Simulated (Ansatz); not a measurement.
# WC: the cost of one run

Program: Ansatz 0.2.0. Level of theory: DFT r2SCAN, scalar-relativistic, plane waves, PAW. These are calculated values, not measurements.

### 1 The structure to begin with

It takes space group Fm-3m (No. 225, cubic). The conventional cell has a = 4.385 Å, b = 4.385 Å, c = 4.385 Å, α = 90.00°, β = 90.00°, γ = 90.00°. Around W (site symmetry m-3m) lie 6 C at 2.19 Å. Around C (site symmetry m-3m) lie 6 W at 2.19 Å.

As a file:

```cif
data_structure
_symmetry_space_group_name_H-M 'Fm-3m'
_symmetry_Int_Tables_number 225
_cell_length_a 4.3854
_cell_length_b 4.3854
_cell_length_c 4.3854
_cell_angle_alpha 90.000
_cell_angle_beta 90.000
_cell_angle_gamma 90.000
_cell_volume 84.34
loop_
_atom_site_label
_atom_site_type_symbol
_atom_site_symmetry_multiplicity
_atom_site_Wyckoff_symbol
_atom_site_fract_x
_atom_site_fract_y
_atom_site_fract_z
_atom_site_occupancy
W1 W 4 a 0.00000 0.00000 0.00000 1
C1 C 4 b 0.50000 0.00000 0.00000 1
```

It goes back to an entry of the Materials Project, which need not be the stable form.

The cell is taken as given, not relaxed at this level.

### 2 The reference cell

The reference gives a free energy of -10648.3393 eV, pressure -5.25 GPa, largest force 0.000 eV/Å and gap on the mesh none (metal). It was computed beforehand with the settings of the runs below.

### 3 The scan: biaxial against axial strain

The cell is strained by p along both x and y and by q along z, with fractional coordinates fixed.

### 4 At p = -0.050, q = -0.050

input.yaml reads:

```yaml
crystal:
  lattice:
    - [0.0, 2.0830498, 2.0830498]
    - [2.0830498, 0.0, 2.0830498]
    - [2.0830498, 2.0830498, 0.0]
  atoms:
    - { symbol: W, position: [0.0, 0.0, 0.0] }
    - { symbol: C, position: [0.5, 0.5, 0.5] }
basis:
  ecutwfc: 500
kpoints:
  mp_grid: { grid: [18, 18, 18] }
hamiltonian:
  xc: r2scan
scf:
  occupations: { method: gaussian, width: 0.15 }
output:
  forces: true
  stress: true
  eigenvalues: true
```

On the command line:

```
$ ansatz run input.yaml --threads 1 --pin off --max-ram 2560MiB --backend cpu --events-out ev --progress --plain --runs-dir out
```

Q: Estimate wall time and peak memory on 1 thread of AMD EPYC 7R43 (Zen 3), shared host.

About 6.6 s, with a peak of 0.46 GiB.
